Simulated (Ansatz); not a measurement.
**C2H7InO: one species, many methods**

An exercise on one series of results from a longer session: the logs are not shown, and one member is left open.

The runs use Ansatz 0.2.0, Gaussian basis; functionals in def2-TZVPP, the program's frozen cores in correlated methods.

Levels to be run: LDA (SPW92), PBE-D4, revPBE-D4, BLYP-D4, r2SCAN-D4, B97M-V, PBE0-D4, B3LYP-D4, r2SCANh-D4, r2SCAN0-D4, HSE06-D4, BHLYP-D4, CAM-B3LYP-D4, LC-ωPBE, ωB97X-V, ωB97M-V, B2PLYP, PBE-QIDH; CCSD(T)/def2-SVP; CCSD(T)/def2-TZVPP; MP2/def2-QZVPP; extrapolation to the limit; RPA on PBE.

## The relaxed structure

The geometry comes from an earlier relaxation with PBE0-D4 in a triple-zeta def2 set; it is a stationary point, not always the lowest conformer. In takes the def2 core potential; no spin-orbit term is included.

SMILES `[CH3][In]([CH3])[OH]`, 11 atoms, charge 0, spin multiplicity 1.

Atoms are counted from 1 here; the program's logs count them from 0.

Bond lengths: C1–In2 2.148 Å, C1–H5 1.090 Å, C1–H6 1.090 Å, C1–H7 1.092 Å, In2–C3 2.138 Å, In2–O4 2.007 Å, C3–H8 1.090 Å, C3–H9 1.091 Å, C3–H10 1.091 Å, O4–H11 0.959 Å. Angles: In2–C1–H5 110.1°, In2–C1–H6 111.1°, In2–C1–H7 109.5°, H5–C1–H6 109.3°, H5–C1–H7 108.6°, H6–C1–H7 108.3°, C1–In2–C3 136.7°, C1–In2–O4 114.2°, C3–In2–O4 109.1°, In2–C3–H8 108.7°, In2–C3–H9 110.5°, In2–C3–H10 110.8°, H8–C3–H9 109.2°, H8–C3–H10 109.5°, H9–C3–H10 108.2°, In2–O4–H11 114.0°.

Coordinates:

```
C    -1.2379    1.1746   -1.0403
In    0.0144   -0.2562   -0.0410
C     1.5318   -0.2112    1.4639
O    -0.2796   -2.1549   -0.6202
H    -1.5512    0.7853   -2.0095
H    -0.7153    2.1207   -1.1842
H    -2.1284    1.3632   -0.4371
H     1.9294   -1.2180    1.5888
H     1.1174    0.1317    2.4134
H     2.3391    0.4657    1.1807
H    -0.9545   -2.2578   -1.2939
```

Set-up of the first run:

in.yaml

```yaml
crystal:
  periodic: [false, false, false]
  atoms:
    - {symbol: C, position_ang: [-1.237944, 1.174553, -1.040315]}
    - {symbol: In, position_ang: [0.014449, -0.256185, -0.040987]}
    - {symbol: C, position_ang: [1.531849, -0.211218, 1.463859]}
    - {symbol: O, position_ang: [-0.279563, -2.154901, -0.620169]}
    - {symbol: H, position_ang: [-1.551179, 0.785337, -2.009492]}
    - {symbol: H, position_ang: [-0.715259, 2.120693, -1.184201]}
    - {symbol: H, position_ang: [-2.128403, 1.363162, -0.437097]}
    - {symbol: H, position_ang: [1.929422, -1.218029, 1.588768]}
    - {symbol: H, position_ang: [1.117392, 0.131695, 2.413398]}
    - {symbol: H, position_ang: [2.339135, 0.465657, 1.180671]}
    - {symbol: H, position_ang: [-0.954500, -2.257764, -1.293936]}
basis:
  gaussian: {orbitals: def2-TZVPP}
hamiltonian: {xc: lda}
output: {orbitals: {seedname: orbitals}}
```

Steps of the session up to this table: LDA; PBE-D4 (GGA); revPBE-D4 (GGA); BLYP-D4 (GGA); r2SCAN-D4 (meta-GGA); B97M-V (meta-GGA); PBE0-D4 (hybrid); B3LYP-D4 (hybrid); r2SCANh-D4 (hybrid); r2SCAN0-D4 (hybrid); HSE06-D4 (hybrid); BHLYP-D4 (hybrid); CAM-B3LYP-D4 (range-separated); LC-ωPBE-D4 (range-separated; the results give it without D4); ωB97X-V (range-separated); ωB97M-V (range-separated); B2PLYP (double hybrid); PBE-QIDH (double hybrid).

One of the session's tables, all rows but one given; the rest of the session is left out.

It belongs to the step «Orbital energies across the functionals». 

| functional | HOMO (eV) | gap (eV) |
| --- | --- | --- |
| LDA (SPW92) | -6.39 | 4.74 |
| PBE-D4 | -6.19 | 4.79 |
| revPBE-D4 | -6.11 | 4.83 |
| BLYP-D4 | -6.06 | 4.67 |
| r2SCAN-D4 | -6.43 | 5.31 |
| B97M-V | ? | ? |
| PBE0-D4 | -7.44 | 6.75 |
| B3LYP-D4 | -7.21 | 6.23 |
| r2SCANh-D4 | -6.91 | 6.03 |
| r2SCAN0-D4 | -7.60 | 7.08 |
| HSE06-D4 | -7.04 | 6.00 |
| BHLYP-D4 | -8.52 | 8.41 |
| CAM-B3LYP-D4 | -8.76 | 8.82 |
| LC-ωPBE | -10.10 | 11.26 |
| ωB97X-V | -9.72 | 10.74 |
| ωB97M-V | -9.62 | 10.25 |

Q: Estimate the row for B97M-V from the others.

As computed: HOMO (eV): -6.48; gap (eV): 5.09. In the column «HOMO (eV)» it lies between r2SCANh-D4 (-6.91) and r2SCAN-D4 (-6.43).
